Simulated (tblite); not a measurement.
# C7H15BSi: the cost of one run

The runs use tblite 0.8.0 and PySCF 2.14.0, with density-fitted response routines of our own; the level of theory stands in each step. All values are computed, except where a source is named. Atoms are numbered from 0 throughout.

**1. The molecule as given**

24 atoms, charge 0, multiplicity 1; geometry from: force field or distance geometry start.

Bonds of the start (Å): C0–C1 1.52, C1–Si2 1.86, Si2–B3 1.93, B3–C4 1.60, B3–C5 1.57, C5–C6 1.54, C6–C7 1.53, C7–C8 1.54, C8–C5 1.54, C8–C6 1.37, C0–H9 1.10, C0–H10 1.11, C0–H11 1.10, C1–H12 1.11, C1–H13 1.10, Si2–H14 1.48, Si2–H15 1.46, C4–H16 1.09, C4–H17 1.11, C4–H18 1.11, C5–H19 1.10, C6–H20 1.04, C7–H21 1.12, C7–H22 1.11, C8–H23 1.03.

**2. Optimising the geometry with GFN2-xTB**

Job settings and geometry (Å):

```
{"job": {"kind": "relax", "xc": "GFN2-xTB", "basis": "xTB"}, "charge": 0, "multiplicity": 1}
C      3.184900     0.910400    -0.163600
C      2.259500    -0.224700    -0.563100
Si     1.173700    -0.789900     0.835600
B     -0.620800    -1.093300     0.184000
C     -1.066400    -2.618900    -0.032000
C     -1.790000    -0.050400     0.285100
C     -1.467400     1.414100     0.645800
C     -2.728900     2.078700     0.084500
C     -1.747800     1.154000    -0.667600
H      3.764700     1.158200    -1.069800
H      2.622300     1.825300     0.124000
H      3.842400     0.659500     0.678000
H      2.828300    -1.117300    -0.894900
H      1.645800     0.152900    -1.398900
H      1.142000     0.160800     1.968900
H      1.692700    -2.048600     1.358200
H     -1.770700    -2.973400     0.727600
H     -0.145400    -3.238700    -0.004200
H     -1.459000    -2.701500    -1.071600
H     -2.759900    -0.471000     0.581400
H     -0.777400     1.798000     1.323800
H     -3.728200     1.663800     0.369500
H     -2.682700     3.167600    -0.144600
H     -1.423500     1.204200    -1.648100
```

Command:

```
OMP_NUM_THREADS=1 python probes_run.py task.json out
```

This one command runs all jobs of the session in turn.

**Question.** How long does this first job take on 1 thread of Arm Neoverse N1, shared host, and how much memory does it need?

About 3.1 s, with a peak of 0.18 GiB.
